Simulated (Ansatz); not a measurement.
**BCl2FH2 (built from SMILES ClBCl.F): search for a transition state**

Is there a first-order saddle for this four-centre ligand exchange, which should form B1–F6, H2–H5 and break B1–H2, H5–F6, and which two structures does it connect?

Program: Ansatz 0.2.0, Gaussian basis. Level of theory: PBE0-D4, def2-SVP first, then def2-TZVP. These are calculated values, not measurements.

153 further runs of the same task are left out: 1 that didn't finish, 152 set aside as unsound or not needed.

### Step 1. The system as given

The guess: 6 atoms, charge 0, spin multiplicity 1.

Atoms are counted from 1 here; the program's logs count them from 0.

Bond lengths: B1–H2 1.297 Å, B1–Cl3 1.759 Å, B1–Cl4 1.759 Å. Angles: H2–B1–Cl3 112.3°, H2–B1–Cl4 112.3°, Cl3–B1–Cl4 120.8°.

Geometry (Å):

```
B    -0.1610   -0.1772   -0.2256
H     0.4827    0.8988   -0.5585
Cl    0.6166   -1.6343   -0.8312
Cl   -1.9047    0.0271   -0.3367
H     0.7051    0.8991    0.5745
F     0.2613   -0.0135    1.3776
```

Distances that are to change: B1–F6 1.67 Å, H2–H5 1.15 Å, B1–H2 1.30 Å, H5–F6 1.29 Å.

### Step 2. Relaxing the guess with the reacting distances held

Contents of hold/in.yaml:

```yaml
crystal:
  periodic: [false, false, false]
  atoms:
    - {symbol: B, position_ang: [-0.161000, -0.177200, -0.225600]}
    - {symbol: H, position_ang: [0.482700, 0.898800, -0.558500]}
    - {symbol: Cl, position_ang: [0.616600, -1.634300, -0.831200]}
    - {symbol: Cl, position_ang: [-1.904700, 0.027100, -0.336700]}
    - {symbol: H, position_ang: [0.705100, 0.899100, 0.574500]}
    - {symbol: F, position_ang: [0.261300, -0.013500, 1.377600]}
basis:
  gaussian: {orbitals: def2-SVP}
hamiltonian: {xc: pbe0, dispersion: d4}
relax: {f_tol: 0.04, max_steps: 150, escape_saddle: false, constraints: [{distance: [0, 5]}, {distance: [1, 4]}, {distance: [0, 1]}, {distance: [4, 5]}]}
```

Command:

```console
ansatz run in.yaml --threads 2 --pin off --events-out ev --progress --plain --max-ram 4352MiB
```

Log, shortened:

```text
Functional definition: PBE0
  name "PBE0"
  cite "Adamo & Barone, J. Chem. Phys. 110, 6158 (1999) doi:10.1063/1.478522"
  cite "Perdew, Burke & Ernzerhof, Phys. Rev. Lett. 77, 3865 (1996) doi:10.1103/PhysRevLett.77.3865"
  parent pbe
[...]
764 factors; integrals over basis functions are off by at most 2.8e-4 eV
[...]
mean field -28449.71610115 eV, -1045.5077828070 hartree, gradient 2.5e-5 eV, S^2 0.000000; 0 other end points of the search recorded, 0 dependent functions left out
[...]
reference -28449.71611952 eV, -1045.5077834823 hartree; 25, 25 occupied and 49, 49 virtual orbitals, 764 factors
relax step   1: F+E_penalty+E_count = -28449.82625581 eV  Δ(F+E_penalty+E_count) = +0.000e0 eV  max|allowed force component| = 4.641e-1 eV/Å  Δτ_max = 0.0000 Å  (25 SCF iters, accepted)
[...]
relax step   2: F+E_penalty+E_count = -28449.87503255 eV  Δ(F+E_penalty+E_count) = -4.878e-2 eV  max|allowed force component| = 1.483e-1 eV/Å  Δτ_max = 0.0575 Å  (29 SCF iters, accepted)
[...]
relax step   3: F+E_penalty+E_count = -28449.88073316 eV  Δ(F+E_penalty+E_count) = -5.701e-3 eV  max|allowed force component| = 1.137e-2 eV/Å  Δτ_max = 0.0214 Å  (29 SCF iters, accepted)
  distance B 0 - F 5 held at 1.665949 Å   reaction = +9.8387e-1 eV/Å
  distance H 1 - H 4 held at 1.154622 Å   reaction = +1.3735e0 eV/Å
  distance B 0 - H 1 held at 1.297285 Å   reaction = -6.5162e-1 eV/Å
  distance H 4 - F 5 held at 1.294128 Å   reaction = +1.6258e0 eV/Å
764 factors; integrals over basis functions are off by at most 3.2e-4 eV
[...]
mean field -28449.77369295 eV, -1045.5098992665 hartree, gradient 1.8e-5 eV, S^2 0.000000; 1 other end points of the search recorded, 0 dependent functions left out
[...]
reference -28449.77371103 eV, -1045.5098999312 hartree; 25, 25 occupied and 49, 49 virtual orbitals, 764 factors
Total energy: -28449.88075125 eV, -1045.5138335865 hartree
Atom 0 at    -0.153689    -0.181332    -0.174387 Å, force    -0.060968    -0.433817     1.146991 eV/Å
Atom 1 at     0.463865     0.880251    -0.592259 Å, force     0.552301     0.499189     1.138860 eV/Å
Atom 2 at     0.636844    -1.605630    -0.849365 Å, force     0.011368     0.005027     0.009296 eV/Å
Atom 3 at    -1.891145     0.060155    -0.353554 Å, force     0.002951     0.010585     0.010966 eV/Å
Atom 4 at     0.669124     0.853656     0.543660 Å, force    -0.741861    -1.052895    -0.245230 eV/Å
Atom 5 at     0.275002    -0.007101     1.426004 Å, force     0.236209     0.971910    -2.060883 eV/Å
Dipole moment:     0.249813     0.398786    -0.066100 e Å
```

Wall time 5.5 s (2 threads of Arm Neoverse V1, shared host).

Along the way:

| step | energy from step 1 (eV) | largest force component (eV/Å) |
| --- | --- | --- |
| 1 | 0.0000 | 0.4641 |
| 2 | -0.0488 | 0.1483 |
| 3 | -0.0545 | 0.0114 |

Close pairs (by a distance rule), those that changed most:

| bond | before (Å) | after (Å) | change (Å) |
| --- | --- | --- | --- |
| B1–Cl3 | 1.759 | 1.763 | +0.004 |
| B1–Cl4 | 1.759 | 1.763 | +0.004 |
| B1–H2 | 1.297 | 1.297 | -0.000 |

### Step 3. Force constants to start from

Contents of hessian/in.yaml:

```yaml
crystal:
  periodic: [false, false, false]
  atoms:
    - {symbol: B, position_ang: [-0.153689, -0.181332, -0.174387]}
    - {symbol: H, position_ang: [0.463865, 0.880251, -0.592259]}
    - {symbol: Cl, position_ang: [0.636844, -1.605630, -0.849365]}
    - {symbol: Cl, position_ang: [-1.891145, 0.060155, -0.353554]}
    - {symbol: H, position_ang: [0.669124, 0.853656, 0.543660]}
    - {symbol: F, position_ang: [0.275002, -0.007101, 1.426004]}
basis:
  gaussian: {orbitals: def2-SVP}
hamiltonian: {xc: pbe0, dispersion: d4}
phonons: {}
scf: {lower_state_search: off}
```

Command:

```console
ansatz run in.yaml --threads 2 --pin off --events-out ev --progress --plain --max-ram 4352MiB
```

Log, shortened:

```text
[... 5 set-up lines as earlier in the session ...]
[...]
764 factors; integrals over basis functions are off by at most 3.6e-4 eV
[...]
mean field -28449.77368849 eV, -1045.5098991028 hartree, gradient 3.3e-6 eV, S^2 0.000000; 0 other end points of the search recorded, 0 dependent functions left out
[...]
reference -28449.77370660 eV, -1045.5098997683 hartree; 25, 25 occupied and 49, 49 virtual orbitals, 764 factors
[... from here to the last solve, the lines of the solves are left out (35 solves) ...]
764 factors; integrals over basis functions are off by at most 3.6e-4 eV
mean field -28449.77881870 eV, -1045.5100876344 hartree, gradient 1.2e-6 eV, S^2 0.000000; 0 other end points of the search recorded, 0 dependent functions left out
[...]
WARN: phonons: modes at or below zero, which the zero-point energy, F, S and C_V leave out: 1, the lowest at -1450.19 cm⁻¹. A minimum has none, and a first-order saddle one
Total energy: -28449.88074681 eV, -1045.5138334234 hartree
Atom 0 at    -0.153689    -0.181332    -0.174387 Å, force    -0.060919    -0.433766     1.146959 eV/Å
Atom 1 at     0.463865     0.880251    -0.592259 Å, force     0.552284     0.499165     1.138856 eV/Å
Atom 2 at     0.636844    -1.605630    -0.849365 Å, force     0.011344     0.005010     0.009335 eV/Å
Atom 3 at    -1.891145     0.060155    -0.353554 Å, force     0.002937     0.010553     0.010998 eV/Å
Atom 4 at     0.669124     0.853656     0.543660 Å, force    -0.741785    -1.052790    -0.245197 eV/Å
Atom 5 at     0.275002    -0.007101     1.426004 Å, force     0.236140     0.971827    -2.060951 eV/Å
Dipole moment:     0.249812     0.398786    -0.066098 e Å
Vibrations: -1450.19 247.01 288.60 385.20 697.80 713.20 773.54 978.04 1185.80 1235.45 1740.74 2269.12 cm⁻¹, zero-point energy 0.651817 eV
Checks for a lower state left out: stability, starts, cluster_reference, orbital_swaps, neighbouring_geometries, increment
```

Wall time 29 s (2 threads of Arm Neoverse V1, shared host).

The structure is not stationary yet, so these wavenumbers are no spectrum; the search needs only the force constants.

### Step 4. Saddle search in the small basis

The search itself is an outer loop (partitioned rational-function steps, Bofill update of the Hessian). Each step is one single-point run with forces. It stops when the largest force is under 0.04 eV/Å and the followed curvature is negative. The first step's input:

Contents of presaddle/in.yaml:

```yaml
crystal:
  periodic: [false, false, false]
  atoms:
    - {symbol: B, position_ang: [-0.153689, -0.181332, -0.174387]}
    - {symbol: H, position_ang: [0.463865, 0.880251, -0.592259]}
    - {symbol: Cl, position_ang: [0.636844, -1.605630, -0.849365]}
    - {symbol: Cl, position_ang: [-1.891145, 0.060155, -0.353554]}
    - {symbol: H, position_ang: [0.669124, 0.853656, 0.543660]}
    - {symbol: F, position_ang: [0.275002, -0.007101, 1.426004]}
basis:
  gaussian: {orbitals: def2-SVP}
hamiltonian: {xc: pbe0, dispersion: d4}
output: {forces: true}
scf: {lower_state_search: off}
```

Command:

```console
ansatz run in.yaml --threads 2 --pin off --events-out ev --progress --plain --max-ram 4352MiB
```

Step by step:

| step | energy (eV) | largest force (eV/Å) | followed curvature (eV/Å²) |
| --- | --- | --- | --- |
| 1 | -28449.88071 | 2.0610 | -16.52 |
| 2 | -28450.09170 | 0.9427 | -16.33 |
| 3 | -28450.11514 | 0.2639 | -16.37 |
| 4 | -28450.11724 | 0.0202 | -16.70 |

The 4 steps took 3.6 s in all (2 threads of Arm Neoverse V1, shared host).

### Step 5. Saddle search in triple zeta

The search itself is an outer loop (partitioned rational-function steps, Bofill update of the Hessian). Each step is one single-point run with forces. It stops when the largest force is under 0.01 eV/Å and the followed curvature is negative. The first step's input:

Contents of saddle/in.yaml:

```yaml
crystal:
  periodic: [false, false, false]
  atoms:
    - {symbol: B, position_ang: [-0.159814, -0.188471, -0.181622]}
    - {symbol: H, position_ang: [0.498985, 0.911101, -0.516846]}
    - {symbol: Cl, position_ang: [0.626755, -1.621957, -0.842272]}
    - {symbol: Cl, position_ang: [-1.900256, 0.043180, -0.346651]}
    - {symbol: H, position_ang: [0.637937, 0.805322, 0.547021]}
    - {symbol: F, position_ang: [0.296392, 0.050825, 1.340470]}
basis:
  gaussian: {orbitals: def2-TZVP}
hamiltonian: {xc: pbe0, dispersion: d4}
output: {forces: true}
scf: {lower_state_search: off}
```

Command:

```console
ansatz run in.yaml --threads 2 --pin off --events-out ev --progress --plain --max-ram 4352MiB
```

Step by step:

| step | energy (eV) | largest force (eV/Å) | followed curvature (eV/Å²) |
| --- | --- | --- | --- |
| 1 | -28462.68339 | 0.1098 | -16.70 |
| 2 | -28462.68473 | 0.0212 | -16.69 |
| 3 | -28462.68476 | 0.0039 | -16.31 |

The 3 steps took 5.9 s in all (2 threads of Arm Neoverse V1, shared host).

Geometry at the end of the search:

```
B    -0.1584   -0.1860   -0.1827
H     0.4952    0.9049   -0.5151
Cl    0.6258   -1.6168   -0.8410
Cl   -1.8949    0.0443   -0.3466
H     0.6348    0.8013    0.5447
F     0.2975    0.0524    1.3409
```

Followed mode, largest move set to 1: H5 (0.02, 0.32, -0.95); B1 (0.05, -0.14, 0.72); F6 (-0.33, -0.50, -0.01); H2 (0.17, 0.18, 0.25).

### Step 6. Vibrations at the point found

Contents of vib/in.yaml:

```yaml
crystal:
  periodic: [false, false, false]
  atoms:
    - {symbol: B, position_ang: [-0.158388, -0.185985, -0.182705]}
    - {symbol: H, position_ang: [0.495215, 0.904865, -0.515118]}
    - {symbol: Cl, position_ang: [0.625819, -1.616766, -0.841017]}
    - {symbol: Cl, position_ang: [-1.894941, 0.044253, -0.346623]}
    - {symbol: H, position_ang: [0.634800, 0.801255, 0.544688]}
    - {symbol: F, position_ang: [0.297495, 0.052377, 1.340875]}
basis:
  gaussian: {orbitals: def2-TZVP}
hamiltonian: {xc: pbe0, dispersion: d4}
phonons: {temperatures: {t_min: 298.15, t_max: 900, t_step: 200}}
```

Command:

```console
ansatz run in.yaml --threads 2 --pin off --events-out ev --progress --plain --max-ram 4352MiB
```

Log, shortened:

```text
[... 5 set-up lines as earlier in the session ...]
[...]
949 factors; their error is unknown
[...]
mean field -28462.57845043 eV, -1045.9804654247 hartree, gradient 1.8e-5 eV, S^2 0.000000; 0 other end points of the search recorded, 0 dependent functions left out
[...]
reference -28462.57847520 eV, -1045.9804663351 hartree; 25, 25 occupied and 123, 123 virtual orbitals, 949 factors
[... from here to the last solve, the lines of the solves are left out (21 solves) ...]
949 factors; their error is unknown
[...]
mean field -28462.57841359 eV, -1045.9804640709 hartree, gradient 2.3e-6 eV, S^2 0.000000; 0 other end points of the search recorded, 0 dependent functions left out
[...]
reference -28462.57843837 eV, -1045.9804649815 hartree; 25, 25 occupied and 123, 123 virtual orbitals, 949 factors
WARN: phonons: modes at or below zero, which the zero-point energy, F, S and C_V leave out: 1, the lowest at -1205.67 cm⁻¹. A minimum has none, and a first-order saddle one
Total energy: -28462.68476139 eV, -1045.9843722804 hartree
Atom 0 at    -0.158388    -0.185985    -0.182705 Å, force     0.002361     0.003438     0.000487 eV/Å
Atom 1 at     0.495215     0.904865    -0.515118 Å, force    -0.000639     0.000163    -0.003808 eV/Å
Atom 2 at     0.625819    -1.616766    -0.841017 Å, force     0.000434    -0.001766    -0.000621 eV/Å
Atom 3 at    -1.894941     0.044253    -0.346623 Å, force    -0.001901    -0.000227    -0.000163 eV/Å
Atom 4 at     0.634800     0.801255     0.544688 Å, force    -0.000826    -0.002427     0.003944 eV/Å
Atom 5 at     0.297495     0.052377     1.340875 Å, force     0.000571     0.000819     0.000160 eV/Å
Dipole moment:     0.230705     0.344884     0.017582 e Å
Vibrations: -1205.67 247.07 260.93 377.12 690.28 705.37 827.91 918.78 1146.36 1373.57 1983.86 2243.55 cm⁻¹, zero-point energy 0.667951 eV
```

It took 42 s on 2 threads of Arm Neoverse V1, shared host.

Wavenumbers and character of the modes:

| mode | wavenumber (cm⁻¹) | character |
| --- | --- | --- |
| 1 | 1206i | changes H2–H5, H5–F6 |
| 2 | 247 | bend |
| 3 | 261 | not assigned (largely outside the bonds, angles and torsions drawn) |
| 4 | 377 | not assigned (largely outside the bonds, angles and torsions drawn) |
| 5 | 690 | B–Cl stretch |
| 6 | 705 | bend |
| 7 | 828 | F–H stretch with bend |
| 8 | 919 | B–Cl stretch |
| 9 | 1146 | not assigned (largely outside the bonds, angles and torsions drawn) |
| 10 | 1374 | not assigned (largely outside the bonds, angles and torsions drawn) |
| 11 | 1984 | not assigned (largely outside the bonds, angles and torsions drawn) |
| 12 | 2244 | not assigned (largely outside the bonds, angles and torsions drawn) |

Vibrational sums (real modes only):

| T (K) | entropy (J/mol/K) | heat capacity (J/mol/K) |
| --- | --- | --- |
| 298 | 22.9 | 34.1 |
| 498 | 45.2 | 53.0 |
| 698 | 65.1 | 64.9 |
| 898 | 82.5 | 72.5 |

### Step 7. Relaxing after a step of 0.30 Å one way along the mode

Contents of downa/in.yaml:

```yaml
crystal:
  periodic: [false, false, false]
  atoms:
    - {symbol: B, position_ang: [-0.143253, -0.227496, 0.033931]}
    - {symbol: H, position_ang: [0.546330, 0.959722, -0.438799]}
    - {symbol: Cl, position_ang: [0.631366, -1.590695, -0.841886]}
    - {symbol: Cl, position_ang: [-1.873828, 0.060067, -0.350544]}
    - {symbol: H, position_ang: [0.641851, 0.896596, 0.260328]}
    - {symbol: F, position_ang: [0.197533, -0.098193, 1.337070]}
basis:
  gaussian: {orbitals: def2-TZVP}
hamiltonian: {xc: pbe0, dispersion: d4}
relax: {f_tol: 0.005, max_steps: 200}
```

Command:

```console
ansatz run in.yaml --threads 2 --pin off --events-out ev --progress --plain --max-ram 4352MiB
```

Log, shortened:

```text
[... 5 set-up lines as earlier in the session ...]
[...]
949 factors; their error is unknown
[...]
mean field -28463.17633737 eV, -1046.0024373646 hartree, gradient 5.2e-5 eV, S^2 0.000000; 0 other end points of the search recorded, 0 dependent functions left out
[...]
reference -28463.17636275 eV, -1046.0024382973 hartree; 25, 25 occupied and 123, 123 virtual orbitals, 949 factors
relax step   1: F+E_penalty+E_count = -28463.28419968 eV  Δ(F+E_penalty+E_count) = +0.000e0 eV  max|allowed force component| = 3.475e0 eV/Å  Δτ_max = 0.0000 Å  (26 SCF iters, accepted)
[...]
949 factors; their error is unknown
mean field -28464.60216486 eV, -1046.0548355584 hartree, gradient 2.3e-5 eV, S^2 0.000000; 1 other end points of the search recorded, 0 dependent functions left out
[...]
reference -28464.60219350 eV, -1046.0548366108 hartree; 25, 25 occupied and 123, 123 virtual orbitals, 949 factors
Total energy: -28464.70372031 eV, -1046.0585676522 hartree
Atom 0 at    -0.503982    -0.846226     0.273443 Å, force     0.001266     0.001817     0.000350 eV/Å
Atom 1 at     0.988219     1.717641    -0.732083 Å, force    -0.001039    -0.000925    -0.002189 eV/Å
Atom 2 at     0.469443    -1.857103    -0.753351 Å, force    -0.002680     0.001693     0.000620 eV/Å
Atom 3 at    -2.030669    -0.209690    -0.263007 Å, force     0.002640    -0.001813    -0.000423 eV/Å
Atom 4 at     1.158344     1.759795    -0.006375 Å, force     0.000793     0.000651     0.001854 eV/Å
Atom 5 at    -0.081357    -0.564416     1.481474 Å, force    -0.000979    -0.001423    -0.000212 eV/Å
Dipole moment:    -0.010063     0.001813    -0.057399 e Å
```

Wall time 47 s (2 threads of Arm Neoverse V1, shared host).

The steps of the relaxation: (the energy doesn't fall at every step)

| step | energy from step 1 (eV) | largest force component (eV/Å) |
| --- | --- | --- |
| 1 | 0.0000 | 3.4745 |
| 2 | -0.4247 | 1.2087 |
| 3 | -0.6718 | 1.4639 |
| 4 | -0.8753 | 1.7835 |
| 5 | -1.0993 | 1.2048 |
| 6 | -1.2844 | 1.2195 |
| 7 | -1.3858 | 0.4196 |
| 8 | -1.3882 | 0.6983 |
| 9 | -1.3591 | 0.9042 |
| 10 | -1.4144 | 0.0692 |
| 11 | -1.4176 | 0.0205 |
| 12 | -1.4184 | 0.1724 |
| 13 | -1.4192 | 0.0923 |
| 14 | -1.4193 | 0.0289 |
| 15 | -1.4194 | 0.0185 |
| 16 | -1.4195 | 0.0061 |
| 17 | -1.4195 | 0.0027 |

Close pairs (by a distance rule), those that changed most:

| bond | before (Å) | after (Å) | change (Å) |
| --- | --- | --- | --- |
| B1–H5 | 1.390 | 3.104 | +1.714 |
| B1–Cl4 | 1.796 | 1.739 | -0.057 |
| B1–Cl3 | 1.796 | 1.739 | -0.057 |
| B1–F6 | 1.353 | 1.310 | -0.043 |
| H2–H5 | 0.708 | 0.747 | +0.038 |

### Step 8. Relaxing after a step of 0.30 Å the other way along the mode

Contents of downb/in.yaml:

```yaml
crystal:
  periodic: [false, false, false]
  atoms:
    - {symbol: B, position_ang: [-0.173524, -0.144474, -0.399341]}
    - {symbol: H, position_ang: [0.444099, 0.850008, -0.591436]}
    - {symbol: Cl, position_ang: [0.620272, -1.642836, -0.840149]}
    - {symbol: Cl, position_ang: [-1.916053, 0.028439, -0.342702]}
    - {symbol: H, position_ang: [0.627748, 0.705915, 0.829047]}
    - {symbol: F, position_ang: [0.397458, 0.202948, 1.344680]}
basis:
  gaussian: {orbitals: def2-TZVP}
hamiltonian: {xc: pbe0, dispersion: d4}
relax: {f_tol: 0.005, max_steps: 200}
```

Command:

```console
ansatz run in.yaml --threads 2 --pin off --events-out ev --progress --plain --max-ram 4352MiB
```

Log, shortened:

```text
[... 5 set-up lines as earlier in the session ...]
[...]
949 factors; their error is unknown
[...]
mean field -28461.44052370 eV, -1045.9386473886 hartree, gradient 2.9e-5 eV, S^2 0.000000; 0 other end points of the search recorded, 0 dependent functions left out
[...]
reference -28461.44054844 eV, -1045.9386482980 hartree; 25, 25 occupied and 123, 123 virtual orbitals, 949 factors
relax step   1: F+E_penalty+E_count = -28461.54542874 eV  Δ(F+E_penalty+E_count) = +0.000e0 eV  max|allowed force component| = 1.423e1 eV/Å  Δτ_max = 0.0000 Å  (28 SCF iters, accepted)
[...]
949 factors; their error is unknown
mean field -28463.46821637 eV, -1046.0131637201 hartree, gradient 1.2e-5 eV, S^2 0.000000; 1 other end points of the search recorded, 0 dependent functions left out
[...]
reference -28463.46824301 eV, -1046.0131646990 hartree; 25, 25 occupied and 123, 123 virtual orbitals, 949 factors
Total energy: -28463.56271947 eV, -1046.0166366448 hartree
Atom 0 at    -0.327647    -0.234441    -0.883028 Å, force    -0.000059    -0.000051    -0.000249 eV/Å
Atom 1 at     0.278550     0.757133    -1.123865 Å, force     0.000129     0.000193    -0.000005 eV/Å
Atom 2 at     0.465735    -1.773520    -1.000118 Å, force    -0.000004    -0.000137     0.000086 eV/Å
Atom 3 at    -2.020214    -0.135285    -0.512451 Å, force    -0.000107    -0.000065     0.000121 eV/Å
Atom 4 at     1.060199     1.071315     1.808051 Å, force    -0.000391    -0.000622     0.000187 eV/Å
Atom 5 at     0.543378     0.314799     1.711510 Å, force     0.000433     0.000683    -0.000140 eV/Å
Dipole moment:     0.297100     0.417309     0.113932 e Å
```

Wall time 47 s (2 threads of Arm Neoverse V1, shared host).

The steps of the relaxation:

| step | energy from step 1 (eV) | largest force component (eV/Å) |
| --- | --- | --- |
| 1 | 0.0000 | 14.2254 |
| 2 | -1.6422 | 1.1396 |
| 3 | -1.7272 | 1.6966 |
| 4 | -1.8613 | 1.1983 |
| 5 | -1.9629 | 0.3942 |
| 6 | -1.9991 | 0.3873 |
| 7 | -2.0045 | 0.7327 |
| 8 | -2.0144 | 0.1803 |
| 9 | -2.0163 | 0.1430 |
| 10 | -2.0172 | 0.0292 |
| 11 | -2.0172 | 0.0209 |
| 12 | -2.0172 | 0.0117 |
| 13 | -2.0172 | 0.0129 |
| 14 | -2.0172 | 0.0125 |
| 15 | -2.0173 | 0.0081 |
| 16 | -2.0173 | 0.0007 |
| 17 | -2.0172 | 0.0793 |
| 18 | -2.0173 | 0.0007 |

Distances of close pairs at the start and the end, largest changes first:

| bond | before (Å) | after (Å) | change (Å) |
| --- | --- | --- | --- |
| H5–F6 | 0.756 | 0.921 | +0.165 |
| B1–Cl3 | 1.752 | 1.735 | -0.017 |
| B1–Cl4 | 1.752 | 1.735 | -0.017 |
| B1–H2 | 1.186 | 1.187 | +0.001 |

### Step 9. What the saddle joins

| pair | start side (Å) | saddle (Å) | end side (Å) |
| --- | --- | --- | --- |
| B1–F6 | 2.791 | 1.608 | 1.310 |
| H2–H5 | 3.051 | 1.074 | 0.747 |
| B1–H2 | 1.187 | 1.314 | 3.132 |
| H5–F6 | 0.921 | 1.144 | 3.025 |

### Step 10. Summary of results

```
                       quantity                                                   value
                 imaginary mode                                              1206i cm⁻¹
    barrier from the start side                                             84.7 kJ/mol
      barrier from the end side                                            194.8 kJ/mol
             energy of the step                                           -110.1 kJ/mol
              pairs that change  B1–F6 formed, H2–H5 formed, B1–H2 broken, H5–F6 broken
zero-point energy at the saddle                                                0.668 eV
```

In words: The point has a single imaginary mode (1206i cm⁻¹), as a transition state must. It joins the planned start and end. At PBE0-D4/def2-TZVP the electronic barrier is 84.7 kJ/mol, about 34 kT at 298 K, and the step runs 110.1 kJ/mol downhill. With so stiff a mode tunnelling counts: Wigner's rough correction is a factor of 2.4 at 298 K. A step off the saddle overshot and began above it in energy, so the link to its end is likely but not proven.
